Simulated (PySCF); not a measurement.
**A diatomic session: PbO+**

One job finds the state of PbO+, follows it along the bond with each method and fits the curves.

Computed with PySCF 2.14.0. Level: Pb cc-pVDZ-PP with ECP60, O cc-pVDZ, scalar-relativistic core potentials.

### Step 1. The job

Settings of the job:

* atoms: Pb, O
* charge: 1
* basis: Pb cc-pVDZ-PP with ECP60, O cc-pVDZ
* Hamiltonian: scalar-relativistic core potentials
* basis functions: 37
* electrons treated: 29
* masses in u: 207.9766, 15.9949
* levels: PBE0, PBE, r²SCAN, PBEsol, M06-L, revPBE, ωB97X, HF, MP2, SCS-MP2, CCSD, CCSD(T)
* grid: 80 radial by 434 angular points
* occupations: held fixed by the projection of orbital angular momentum
* dissociation limit: Pb+ + O, each in its ground configuration
* starting distance in angstrom: 2.095
* values of 2S to try: 1, 3

Run with:

```sh
OMP_NUM_THREADS=1 python dia.py task.json out
```

The runs that follow: First curve: PBE0; Other states along the same grid; PBE; r²SCAN; PBEsol; M06-L (meta-GGA); revPBE; ωB97X (range-separated hybrid); UHF; MP2 and coupled cluster.

What does the calculation give? Wanted: for each run, Re; ωe; De; μ.

**Answer**, as computed:

Lowest PBE0 solution found, without spin–orbit coupling: ²Π (doublet), unpaired electrons π ↑. State 2 has its PBE0 minimum 0.56 eV higher. State 3 has its PBE0 minimum 2.62 eV higher. The other levels ran on the lowest alone.

```
      level  Re (Å)  ωe (cm⁻¹)  De (eV)  μ (D)
   UHF-CCSD   2.110        578     2.11    n/a
UHF-CCSD(T)   2.122        569     2.27    n/a
        PBE   2.135        550     3.30  -2.36
     PBEsol   2.120        563     3.49  -2.27
     revPBE   2.146        539     3.07  -2.41
     r²SCAN   2.115        573     2.98  -2.57
      M06-L   2.128        563     3.17  -2.87
       PBE0   2.106        585     2.72  -2.76
      ωB97X   2.094        604     2.75  -2.89
```

De is counted to Pb+ + O in their ground configurations. A positive dipole points from Pb to O; in an ion it is taken about the centre of mass and does not tell which atom is negative. No constants: UHF (the points don't follow one smooth fit); UHF-MP2 (the points don't follow one smooth fit); UHF-SCS-MP2 (the points don't follow one smooth fit).

What this shows: Bond lengths run from 2.094 Å (ωB97X) to 2.146 Å (revPBE). Among the levels with a De in the table, it runs from 2.11 eV (UHF-CCSD) to 3.49 eV (PBEsol).

Correlated steps freeze 5 core orbitals. Spin–orbit coupling is left out, which matters for elements this heavy, above all for dissociation energies. T1 is 0.025 near the minimum (highest on the curve 0.071), which may point to more than one leading configuration. With spin–orbit coupling the term label itself may not hold.
